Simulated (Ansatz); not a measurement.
Working through vertical spin-state energies of AlClFGeH3, SMILES [F][Al]([Cl])[GeH3]

With Ansatz's Python interface.

At the Python prompt:
```pycon
>>> import ansatz as az
>>> from ase import Atoms
>>> BASIS = "6-31G*"
>>> FUNCTIONAL = "b3lyp"
>>> atoms = Atoms(["F", "Al", "Cl", "Ge", "H", "H", "H"], positions=[
...     [1.789, -0.5055, 2.0826],
...     [0.6714, -0.9149, 0.6899],
...     [0.4358, -3.0305, 0.0857],
...     [-0.4675, 0.8277, -0.5317],
...     [0.4686, 1.8122, -1.1633],
...     [-1.4872, 1.582, 0.444],
...     [-1.3488, 0.161, -1.6529],
... ])
>>> alclfgeh3 = az.Crystal.molecule_from_ase(atoms)
>>> setup = alclfgeh3.calculation().basis(gaussian=BASIS).functional(FUNCTIONAL)
>>> found = {}
>>> for unpaired in [0, 2]:
...     data = setup.spin("collinear", total=unpaired).run(threads=1).report
...     s = unpaired / 2
...     found[unpaired] = data["free_energy_ev"]
...     print(f"2S+1 = {unpaired + 1}: E = {found[unpaired]:.5f} eV, <S^2> = {abs(data['mean_field']['state']['spin_squared']):.3f} (pure state {s * (s + 1):.2f})")
...
2S+1 = 1: E = -78400.74294 eV, <S^2> = 0.000 (pure state 0.00)
2S+1 = 3: E = -78395.85339 eV, <S^2> = 2.003 (pure state 2.00)
>>> lowest = min(found, key=found.get)
>>> for unpaired, e in found.items():
...     print(f"multiplicity {unpaired + 1}: {(e - found[lowest]):.3f} eV above the lowest")
...
multiplicity 1: 0.000 eV above the lowest
multiplicity 3: 4.890 eV above the lowest
```

In order: multiplicity 1 (+0.00 eV) and multiplicity 3 (+4.89 eV), all at the one geometry.

Total energies depend on the basis set; only differences at equal settings carry meaning. The geometry is a force-field or estimated start, not a minimum of this method, and the basis set is short of its limit. All parts are taken at fixed geometry, without zero-point energy. b3lyp holds the VWN-RPA fit, as in Gaussian; the form of ORCA and Turbomole is b3lyp5. Finished in 23 s on 1 thread of Arm Neoverse V1, with other jobs on the host, peak memory 0.38 GiB.
